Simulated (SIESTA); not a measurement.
Here is a SIESTA 5.4.2 calculation.

Contents of Zn3CdS4.fdf:

```
SystemName                      Zn3CdS4
SystemLabel                     Zn3CdS4
NumberOfSpecies                 3
NumberOfAtoms                   8
%block ChemicalSpeciesLabel
  1  48 Cd
  2  30 Zn
  3  16 S
%endblock ChemicalSpeciesLabel

LatticeConstant                 1.0 Ang
%block LatticeVectors
     5.5110120200     0.0000000000     0.0000000000
     0.0000000000     5.5110120200     0.0000000000
     0.0000000000     0.0000000000     5.5110120200
%endblock LatticeVectors
AtomicCoordinatesFormat         Fractional
%block AtomicCoordinatesAndAtomicSpecies
     0.0000000000     0.0000000000     0.0000000000  1  Cd
     0.5000000000     0.5000000000     0.0000000000  2  Zn
     0.5000000000     0.0000000000     0.5000000000  2  Zn
     0.0000000000     0.5000000000     0.5000000000  2  Zn
     0.7373198100     0.2626801900     0.7373198100  3  S
     0.2626801900     0.7373198100     0.7373198100  3  S
     0.7373198100     0.7373198100     0.2626801900  3  S
     0.2626801900     0.2626801900     0.2626801900  3  S
%endblock AtomicCoordinatesAndAtomicSpecies

%block kgrid.MonkhorstPack
    5   0   0  0.0
    0   5   0  0.0
    0   0   5  0.0
%endblock kgrid.MonkhorstPack
XC.Functional                   GGA
XC.Authors                      PBEsol
PAO.BasisSize                   DZP
PAO.EnergyShift                 0.003 Ry
Mesh.Cutoff                     800 Ry
OccupationFunction              FD
ElectronicTemperature           0.05 eV
MaxSCFIterations                120
SCF.MustConverge                false
SCF.Mixer.Method                Pulay
SCF.Mixer.Weight                0.25
SCF.Mixer.History               8
SCF.DM.Tolerance                5.0e-05
SCF.H.Tolerance                 1.0e-03 eV
WriteForces                     true
Charge.Mulliken                 end
BandLinesScale                  ReciprocalLatticeVectors
%block BandLines
    1    0.000000   0.000000   0.000000  \Gamma
   11    0.000000   0.500000   0.000000  X
   11    0.500000   0.500000   0.000000  M
   15    0.000000   0.000000   0.000000  \Gamma
   18    0.500000   0.500000   0.500000  R
   15    0.000000   0.500000   0.000000  X
    1    0.500000   0.500000   0.000000  M
   11    0.500000   0.500000   0.500000  R
%endblock BandLines
%block PAO.Basis
  Cd 5
  n=4 0 2
    2.625 0.000
  n=5 0 2
    7.504 0.000
  n=4 1 2
    2.973 0.000
  n=5 1 1
    7.504
  n=4 2 2
    4.584 0.000
  Zn 5
  n=3 0 2
    2.276 0.000
  n=4 0 2
    6.317 0.000
  n=3 1 2
    2.537 0.000
  n=4 1 1
    6.317
  n=3 2 2
    4.164 0.000
%endblock PAO.Basis
```

Potentials or basis: PseudoDojo 0.4 standard (PBEsol files), DZP (energy shift 0.003 Ry; two zetas on semicore shells).

The run is started by

```console
$ siesta < Zn3CdS4.fdf > Zn3CdS4.out 2>&1
```

(1) Predict the band gap on the k mesh.

(2) What does it give for the largest force?

(3) Predict the pressure.

(4) Estimate the band gap along the path.

Answers

(1) 1.97 eV, direct.

(2) 0.102 eV/Å.

(3) -0.8 GPa.

(4) 1.97 eV, direct.

Caveat: short orbitals over semicore shells can move pressures by several GPa; the valence orbitals were made in a potential fitted to the semicore shell under them, which widens gaps by tenths of an eV or more; the basis of atomic orbitals isn't converged, which shifts pressures, moduli and gaps.
